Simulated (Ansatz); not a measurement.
# SnPtF6: the cost of one run

All numbers below are computed with Ansatz 0.2.0 (DFT PBE, plane waves, PAW, scalar-relativistic, no spin polarisation).

**1. The starting structure**

The cell holds 8 atoms (F6PtSn): a = 4.252 Å, b = 5.279 Å, c = 5.296 Å, α = 89.31°, β = 89.52°, γ = 73.86°.

Coordinates:

```xyz
8
Lattice="4.2208 0.4450 -0.2574 0.9227 5.1962 -0.1329 0.3523 0.1376 5.2825" Properties=species:S:1:pos:R:3 pbc="T T T"
F     3.5915    2.8837    2.4413
F     2.7042    0.5822    5.0608
F     2.8873    4.2034    4.0146
F     3.2389    1.4062    1.2158
F     3.0295    1.0926    3.1680
F     1.1292    1.2760    2.5182
Pt    0.7234    2.2601    4.8735
Sn    1.3047    4.0189    1.9563
```

**2. Molecular dynamics**

input.yaml

```yaml
crystal:
  lattice:
    - [4.220804, 0.444959, -0.257412]
    - [0.922703, 5.196231, -0.132873]
    - [0.352258, 0.137628, 5.28255]
  atoms:
    - { symbol: F, position: [0.703244, 0.481273, 0.508517] }
    - { symbol: F, position: [0.549929, 0.03885, 0.985802] }
    - { symbol: F, position: [0.453506, 0.748893, 0.80091] }
    - { symbol: F, position: [0.700397, 0.203503, 0.269397] }
    - { symbol: F, position: [0.634425, 0.139148, 0.634116] }
    - { symbol: F, position: [0.179083, 0.217235, 0.4909] }
    - { symbol: Pt, position: [0.003911, 0.409906, 0.933069] }
    - { symbol: Sn, position: [0.11147, 0.753434, 0.394716] }
kpoints:
  mp_grid: { grid: [4, 3, 3] }
magnetization:
  spin_polarized: false
scf:
  occupations: { method: fermi_dirac, width: 0.05 }
hamiltonian:
  pseudopotentials: { kind: paw }
  xc: pbe
basis:
  ecutwfc: 420
md:
  timestep: 1.0
  n_steps: 60
  ensemble: npt_langevin
  temperature: 2000.0
  initial_velocities: maxwell_boltzmann
  seed: 177109
  pressure: 0.0
```

Launch:

```sh
$ ansatz run input.yaml --threads 2 --pin off --max-ram 2560MiB --backend cpu --events-out ev --progress --plain --runs-dir out
```

What time and memory should one allow on 2 threads of Arm Neoverse V1, shared host?

About 5.7 min, with a peak of 0.46 GiB.
